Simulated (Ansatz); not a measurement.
# YbC: the cost of one run

Program: Ansatz 0.2.0. Level of theory: DFT r²SCAN, scalar-relativistic, plane waves, PAW. These are calculated values, not measurements.

1 further run of the same task is left out (it didn't finish).

## (1) The structure to begin with

It takes space group Pm-3m (No. 221, cubic). Conventional cell: a = 3.022 Å, b = 3.022 Å, c = 3.022 Å, α = 90.00°, β = 90.00°, γ = 90.00°. Around Yb (site symmetry m-3m) lie 8 C at 2.62 Å. C (site symmetry m-3m) is surrounded by 8 Yb at 2.62 Å.

As a file:

```xyz
2
Lattice="3.0224 0.0000 0.0000 0.0000 3.0224 0.0000 0.0000 0.0000 3.0224" Properties=species:S:1:pos:R:3 pbc="T T T"
Yb    0.0000    0.0000    0.0000
C     1.5112    1.5112    1.5112
```

An earlier run at r²SCAN left this cell at 13.804 Å³/atom and 0.00 GPa (12×12×12 mesh). The large moments point both ways.

The changes: atom 1 (Yb) moved 0.2 Å along x; strain e6 = -0.01, atoms carried along.

## (2) Atom 1 (Yb) moved 0.2 Å along x

File input.yaml:

```yaml
crystal:
  lattice:
    - [3.0223616381, 0.0, 0.0]
    - [0.0, 3.0223616381, 0.0]
    - [0.0, 0.0, 3.0223616381]
  atoms:
    - { symbol: Yb, position: [0.066173418, 0.0, 0.0], spin: 0.35 }
    - { symbol: C, position: [0.5, 0.5, 0.5] }
basis:
  ecutwfc: 500
  ecutrho_ratio: 4
kpoints:
  mp_grid: { grid: [12, 12, 12] }
hamiltonian:
  xc: r2scan
scf:
  occupations: { method: gaussian, width: 0.05 }
output:
  forces: true
  stress: true
  eigenvalues: true
  populations: true
  write_density: true
  write_potential: true
  elf: true
  volumetric_format: npy
magnetization:
  spin_polarized: true
checkpoint:
  read: start.run
  write: ck
  compress: false
  write_wavefunctions: false
  write_every: 100000
```

start.run holds the converged state of the cell before the atoms were moved.

Started as:

```bash
$ ansatz run input.yaml --threads 2 --pin off --max-ram 2662MiB --backend cpu --events-out ev --progress --plain --runs-dir out
```

Q: Estimate wall time and peak memory on 2 threads of Arm Neoverse V1, shared host.

About 73 s, with a peak of 0.61 GiB.
